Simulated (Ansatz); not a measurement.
# GaCN (triplet): the correlation ladder, cc-pVDZ

How much of the correlation energy of GaCN (triplet) does each wave-function method recover here?

Method: cc-pVDZ, core rule «outside noble gas», up to 16 orbitals frozen; program: Ansatz 0.2.0, Gaussian basis.

To be run: UHF; CCSD(T) on ROHF; CCSD(T) on UHF; BCCD(T) on ROHF; CISD; CCSDT(Q) on ROHF; CCSDT(Q) on UHF.

6 further runs of the same task are left out: 3 for a known fault of the program, 3 set aside as unsound or not needed.

## Step 1: The system

The geometry is a PBE0/def2-TZVP stationary point (not a proven minimum) of the parent state, kept for this charge and spin. No spin-orbit coupling is included. The filled d shell of Ga may be among the frozen orbitals whatever the setting's name suggests; the logs give the count.

3 atoms, charge 0, spin multiplicity 3.

Atoms are counted from 1 here; the program's logs count them from 0.

Bond lengths: C1–N2 1.175 Å, N2–Ga3 1.947 Å. Angles: C1–N2–Ga3 180.0°.

## Step 2: UHF

File in.yaml:

```yaml
crystal:
  periodic: [false, false, false]
  atoms:
    - {symbol: C, position_ang: [0.000000, 0.000000, -1.432467]}
    - {symbol: N, position_ang: [0.000000, 0.000000, -0.257167]}
    - {symbol: Ga, position_ang: [0.000000, 0.000000, 1.689633]}
basis:
  gaussian: {orbitals: cc-pVDZ}
magnetization: {spin_polarized: true, initial_magnetization: 2}
hamiltonian: {xc: hf}
output: {orbitals: {seedname: orbitals}}
```

The run is started by

```
ansatz run in.yaml --threads 1 --pin off --events-out ev --progress --plain --max-ram 4096MiB --backend cpu
```

The runs that follow: CCSD(T) on ROHF; CCSD(T) on UHF; BCCD(T) on ROHF; CISD; CCSDT(Q) on ROHF; CCSDT(Q) on UHF.

**Question.** What will the summary of the whole plan be? Wanted: UCCSDT(Q) from the RHF energy; RMP2 from UCCSDT(Q); UMP2 from UCCSDT(Q); RCCSD from UCCSDT(Q); RCCSD(T) from UCCSDT(Q); UCCSD(T) from UCCSDT(Q); RCCSDT(Q) from UCCSDT(Q); T1 diagnostic.

As calculated:

| quantity | value |
| --- | --- |
| UCCSDT(Q) from the ROHF energy | -8.6575 eV |
| RMP2 from UCCSDT(Q) | +82.8 kJ/mol |
| UMP2 from UCCSDT(Q) | +80.6 kJ/mol |
| RCCSD from UCCSDT(Q) | +45.8 kJ/mol |
| RCCSD(T) from UCCSDT(Q) | +8.4 kJ/mol |
| UCCSD(T) from UCCSDT(Q) | +6.9 kJ/mol |
| RCCSDT(Q) from UCCSDT(Q) | +1.9 kJ/mol |
| levels within 1 kcal/mol (43 meV) | UCCSDT, RCCSDT(Q) |
| T1 diagnostic | 0.032 |

RCCSD(T) misses by +8.4 kJ/mol, 1.0 % of the correlation energy. These misses are within one basis, not against nature; the frozen cores of restricted and unrestricted runs differ, which can shift their rows.
